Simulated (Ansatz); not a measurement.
# TiSi₂: a line through an energy map

An exercise on one series of results from a longer session: the logs are not shown, and one member is left open.

Method: DFT LDA, scalar-relativistic, plane waves, PAW, in Ansatz 0.2.0.

17 further runs of the same task are left out: 17 set aside as unsound or not needed.

## The starting structure

The structure is orthorhombic, space group Immm (No. 71). Conventional cell: a = 2.908 Å, b = 3.370 Å, c = 8.275 Å, α = 90.00°, β = 90.00°, γ = 90.00°. Around Ti (site symmetry mmm) lie 10 Si at 2.63 to 2.74 Å and 2 Ti at 2.91 Å. Si (site symmetry mm2) is surrounded by 7 Si at 2.60 to 2.91 Å and 5 Ti at 2.63 to 2.74 Å.

Coordinates:

```cif
data_structure
_symmetry_space_group_name_H-M 'P 1'
_symmetry_Int_Tables_number 1
_cell_length_a 4.6982
_cell_length_b 4.6982
_cell_length_c 4.6982
_cell_angle_alpha 143.942
_cell_angle_beta 137.960
_cell_angle_gamma 56.557
_cell_volume 40.56
loop_
_atom_site_label
_atom_site_type_symbol
_atom_site_fract_x
_atom_site_fract_y
_atom_site_fract_z
_atom_site_occupancy
Ti1 Ti 0.00000 0.00000 0.00000 1
Si1 Si 0.33093 0.33093 0.00000 1
Si2 Si 0.66907 0.66907 0.00000 1
```

It goes back to an entry of the Materials Project, which need not be the stable form.

This cell was relaxed beforehand with the same method: volume 13.52 Å³/atom, gap on the mesh none (metal).

## What is varied

Atoms count from 1 in the order of the input.

The energy is mapped over a free internal coordinate and the cell.

The axes are (1) shift of Si2 along [0 0 1], its symmetry partners moved as symmetry demands (measured in the relaxed cell): 7 values from −0.15 Å; (2) volume per atom at fixed shape: 7 values from 12.44 to 14.60 Å³.

Nothing else is relaxed (all other coordinates fixed). Energies count from the relaxed crystal. Points are written as (first, second).

The first run:

File input.yaml:

```yaml
crystal:
  lattice:
    - [-1.4142358918, 1.6390264877, 4.0241028366]
    - [1.4142358918, -1.6390264877, 4.0241028366]
    - [1.4142358918, 1.6390264877, -4.0241028366]
  atoms:
    - { symbol: Ti, position: [0.0, 0.0, 0.0] }
    - { symbol: Si, position: [0.3430135366, 0.3430135366, 0.0] }
    - { symbol: Si, position: [0.6569864634, 0.6569864634, 0.0] }
basis:
  ecutwfc: 520.0
kpoints:
  mp_grid: { grid: [18, 18, 18] }
hamiltonian:
  xc: lda
  pseudopotentials: { kind: paw, azcp: { folder: soft_1 } }
scf:
  occupations: { method: gaussian, width: 0.15 }
output:
  forces: true
  stress: true
  eigenvalues: true
```

Launch:

```sh
ansatz run input.yaml --threads 2 --pin off --max-ram 4096MiB --backend cpu --events-out ev --progress --plain --runs-dir out
```

Steps of the session up to this table: Point (0.10 Å, 12.44 Å³); Point (0.10 Å, 12.80 Å³); The run at (0.10 Å, 13.16 Å³); Grid point (0.10 Å, 13.52 Å³); Grid point (0.10 Å, 13.88 Å³); Point (0.10 Å, 14.60 Å³).

One table of the session follows, with a row left open; its other results are not shown here.

```
volume per atom at fixed shape (Å³)  energy (meV/atom)  slope (meV/atom per Å³)  pressure (GPa)  largest force on an atom (eV/Å)
                              12.44                 98                     −111            17.9                             1.45
                              12.80                 64                      −74            11.9                             1.29
                              13.16                 44                      −41             6.6                             1.15
                              13.52                 34                      −13             2.1                             1.02
                              13.88                  ?                        ?               ?                                ?
                              14.24                 42                       33            −5.3                             0.78
                              14.60                 57                       52            −8.3                             0.67
```

**Question.** Estimate the row for volume per atom at fixed shape (Å³) = 13.88.

Worked estimate for «energy (meV/atom)». A straight line through the neighbours (13.52, 34) and (14.24, 42) gives 34 + (42 − 34) × (13.88 − 13.52) / (14.24 − 13.52) = 38; a parabola fitted to 4 rows on both sides gives 34.

The run gave: energy (meV/atom): 34; slope (meV/atom per Å³): 12; pressure (GPa): −1.9; largest force on an atom (eV/Å): 0.89. In «energy (meV/atom)» the line misses by +4 and the parabola by +0.

Energies count from the relaxed crystal. Rows without a step come from runs not printed here or follow by symmetry. Slopes come from the forces (and the stress, where the cell changes), not from differences of energies.

In words: Along the line the energy is lowest at 13.88 Å³, 34 meV/atom from the zero. A fit to energies and slopes at the lowest point and its two neighbours puts the minimum at 13.704 Å³, with a curvature of about 68 meV/atom per (Å³)². V·d²E/dV² there is about 150 GPa, a bulk modulus under this line's constraint. The highest point computed, at 12.44 Å³, lies 64 meV/atom above the lowest. This is one cut through a surface in two coordinates; the map's lowest point lies off it. A rigid map gives upper bounds: relaxing the other coordinates can only lower a point.

Caveats from the session: Warnings in the runs' records: pseudo functional mismatch.
